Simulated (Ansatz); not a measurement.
# CH6SSiTe: the cost of one run

Program: Ansatz 0.2.0. Level of theory: RKS BHLYP/def2-SVP. These are calculated values, not measurements.

## 1. The starting structure

Bond lengths: C1–Te2 2.110 Å, Te2–Si3 2.456 Å, Si3–S4 2.225 Å, C1–H5 1.096 Å, C1–H6 1.119 Å, C1–H7 1.150 Å, Si3–H8 1.464 Å, Si3–H9 1.524 Å, S4–H10 1.410 Å. Angles: C1–Te2–Si3 89.6°, Te2–C1–H5 112.8°, Te2–C1–H6 112.6°, Te2–C1–H7 109.3°, H5–C1–H6 111.7°, H5–C1–H7 105.6°, H6–C1–H7 104.2°, Te2–Si3–S4 111.7°, Te2–Si3–H8 111.8°, Te2–Si3–H9 111.3°, S4–Si3–H8 106.4°, S4–Si3–H9 107.8°, H8–Si3–H9 107.6°, Si3–S4–H10 88.9°.

As a file:

```xyz
10

C    -1.1370    1.0622   -0.6677
Te   -1.5738   -0.9797   -0.3618
Si    0.5403   -1.2288    0.8636
S     2.3014   -0.9565   -0.4688
H    -0.3037    1.2192   -1.3618
H    -0.9873    1.6190    0.2915
H    -2.0439    1.5767   -1.1532
H     0.6725   -2.5610    1.4557
H     0.6487   -0.2104    1.9925
H     1.9660    0.4081   -0.5870
```

## 2. End point A

File input.yaml:

```yaml
crystal:
  periodic: [false, false, false]
  atoms:
    - { symbol: C, position_ang: [-1.137, 1.0622, -0.6677] }
    - { symbol: Te, position_ang: [-1.5738, -0.9797, -0.3618] }
    - { symbol: Si, position_ang: [0.5403, -1.2288, 0.8636] }
    - { symbol: S, position_ang: [2.3014, -0.9565, -0.4688] }
    - { symbol: H, position_ang: [-0.3037, 1.2192, -1.3618] }
    - { symbol: H, position_ang: [-0.9873, 1.619, 0.2915] }
    - { symbol: H, position_ang: [-2.0439, 1.5767, -1.1532] }
    - { symbol: H, position_ang: [0.6725, -2.561, 1.4557] }
    - { symbol: H, position_ang: [0.6487, -0.2104, 1.9925] }
    - { symbol: H, position_ang: [1.966, 0.4081, -0.587] }
basis:
  gaussian: { orbitals: def2-SVP }
hamiltonian:
  xc: { name: BHLYP }
relax:
  f_tol: 0.015
  max_steps: 40
output:
  orbitals: {}
```

On the command line:

```sh
$ ansatz run input.yaml --threads 2 --pin off --max-ram 3072MiB --backend cpu --events-out ev --progress --plain --runs-dir out
```

Q: Estimate wall time and peak memory on 2 threads of Arm Neoverse V1, shared host.

About 2.3 min, with a peak of 0.26 GiB.
